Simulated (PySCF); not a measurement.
# SnPb+: from the state search to spectroscopic constants

One table from this session's results is given with a row withheld; the runs are named, their logs left out.

Computed with PySCF 2.14.0. Level: Sn cc-pVDZ-PP with ECP28, Pb cc-pVDZ-PP with ECP60, scalar-relativistic core potentials.

The first run:

The job is set up so:

```
atoms                         : Sn, Pb
charge                        : 1
basis                         : Sn cc-pVDZ-PP with ECP28, Pb cc-pVDZ-PP with ECP60
Hamiltonian                   : scalar-relativistic core potentials
basis functions               : 46
electrons treated             : 43
masses in u                   : 119.9022, 207.9766
levels                        : PBE0, PBE, r²SCAN, BP86, M06-2X, r²SCANh, LC-ωPBE, HF, MP2, SCS-MP2, CCSD, CCSD(T)
grid                          : 80 radial by 434 angular points
occupations                   : held fixed by the projection of orbital angular momentum
dissociation limit            : Sn+ + Pb, each in its ground configuration
starting distance in angstrom : 2.845
values of 2S to try           : 1, 3
```

Command:

```console
OMP_NUM_THREADS=1 python dia.py task.json out
```

Steps of the session up to this table: Set-up; First curve: PBE0; Higher solutions at PBE0; PBE; r²SCAN (meta-GGA); BP86; M06-2X; r²SCANh; LC-ωPBE; UHF (mean field); Correlated methods on the Hartree–Fock reference.

One table of the session follows, with a row left open; its other results are not shown here.

Energy (eV) from each level's lowest point:

| R (Å) | UHF | UHF-MP2 | UHF-SCS-MP2 | UHF-CCSD | UHF-CCSD(T) |
| --- | --- | --- | --- | --- | --- |
| 2.470 | 0.796 | 0.804 | 0.757 | n/a | n/a |
| 2.585 | 0.333 | 0.340 | 0.303 | 0.389 | 0.406 |
| 2.700 | 0.091 | 0.097 | 0.073 | 0.127 | 0.138 |
| 2.786 | 0.013 | 0.017 | 0.004 | 0.032 | 0.038 |
| 2.872 | 0.000 | 0.000 | 0.000 | 0.000 | 0.000 |
| 2.958 | 0.035 | 0.029 | 0.044 | 0.015 | 0.008 |
| 3.073 | 0.136 | 0.117 | 0.155 | 0.085 | 0.068 |
| 3.217 | ? | ? | ? | ? | ? |
| 3.389 | 0.587 | 0.516 | 0.622 | 0.433 | 0.376 |
| 3.619 | 0.979 | 0.815 | 1.002 | n/a | n/a |

Estimate the missing values for R (Å) = 3.217.

Worked estimate for «UHF». A straight line through the neighbours (3.073, 0.136) and (3.389, 0.587) gives 0.136 + (0.587 − 0.136) × (3.217 − 3.073) / (3.389 − 3.073) = 0.342; a parabola fitted to 4 rows on both sides gives 0.327.

**Answer.** UHF: 0.320; UHF-MP2: 0.278; UHF-SCS-MP2: 0.347; UHF-CCSD: 0.225; UHF-CCSD(T): 0.192. In «UHF» the line misses by +0.022 and the parabola by +0.007.
